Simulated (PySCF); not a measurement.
# Cl3H3NPm (Pm(Cl)3(NH3)): the cost of one run

The runs use PySCF 2.14.0; PBE0, Pm lcecp-1-SVP with ECP50, Cl def2-SVP, N def2-SVP, H def2-SVP; scalar-relativistic core potentials, no spin–orbit coupling.

1 further run of the same task is left out (for a known fault of the program).

**1. The starting structure**

8 atoms, charge 0, spin multiplicity 1.

Bond lengths: Pm1–Cl2 2.669 Å, Pm1–Cl3 2.669 Å, Pm1–Cl4 2.669 Å, Pm1–N5 2.570 Å, N5–H6 1.020 Å, N5–H7 1.020 Å, N5–H8 1.020 Å. Angles: Cl2–Pm1–Cl3 109.5°, Cl2–Pm1–Cl4 109.5°, Cl2–Pm1–N5 109.5°, Cl3–Pm1–Cl4 109.5°, Cl3–Pm1–N5 109.5°, Cl4–Pm1–N5 109.5°, Pm1–N5–H6 113.0°, Pm1–N5–H7 113.0°, Pm1–N5–H8 113.0°, H6–N5–H7 105.8°, H6–N5–H8 105.8°, H7–N5–H8 105.8°.

Coordinates:

```xyz
8
Cl3H3NPm
Pm    0.00000    0.00000    0.00000
Cl    1.54100    1.54100    1.54100
Cl   -1.54100   -1.54100    1.54100
Cl    1.54100   -1.54100   -1.54100
N    -1.48380    1.48380   -1.48380
H    -2.09700    2.09700   -0.94670
H    -0.94670    2.09700   -2.09700
H    -2.09700    0.94670   -2.09700
```

Formal oxidation states: Pm +3. Each metal's 4 4f electrons lie in its core potential, so multiplicities, spins and levels count the valence alone.

**2. SCF at the start, singlet**

Contents of run.py (the lines that set the calculation):

```python
mol = gto.M(atom='''
Pm     0.00000     0.00000     0.00000
Cl     1.54100     1.54100     1.54100
Cl    -1.54100    -1.54100     1.54100
Cl     1.54100    -1.54100    -1.54100
N     -1.48380     1.48380    -1.48380
H     -2.09700     2.09700    -0.94670
H     -0.94670     2.09700    -2.09700
H     -2.09700     0.94670    -2.09700''',
    basis={'Pm': 'lcecp-1-SVP', 'Cl': 'def2-SVP', 'N': 'def2-SVP', 'H': 'def2-SVP'},
    ecp={'Pm': 'lcecp-1-SVP'},
    charge=0, spin=0)
mf = dft.RKS(mol, xc='PBE0')
mf.grids.atom_grid = (50, 194)  # f atoms: unpruned, at least (60, 302)
mf = mf.density_fit()  # fitting sets: Pm AutoAux, Cl def2-universal-JKFIT, N def2-universal-JKFIT, H def2-universal-JKFIT
mf.conv_tol = 1e-08; mf.max_cycle = 55
mf.kernel(dm0)  # dm0: free metal ions and neutral atoms
```

The run is started by

```sh
OMP_NUM_THREADS=2 python run.py
```

**Question.** How long does this run take on 2 threads of Arm Neoverse V1, shared host, and how much memory does it need?

About 4.8 s, with a peak of 0.64 GiB.
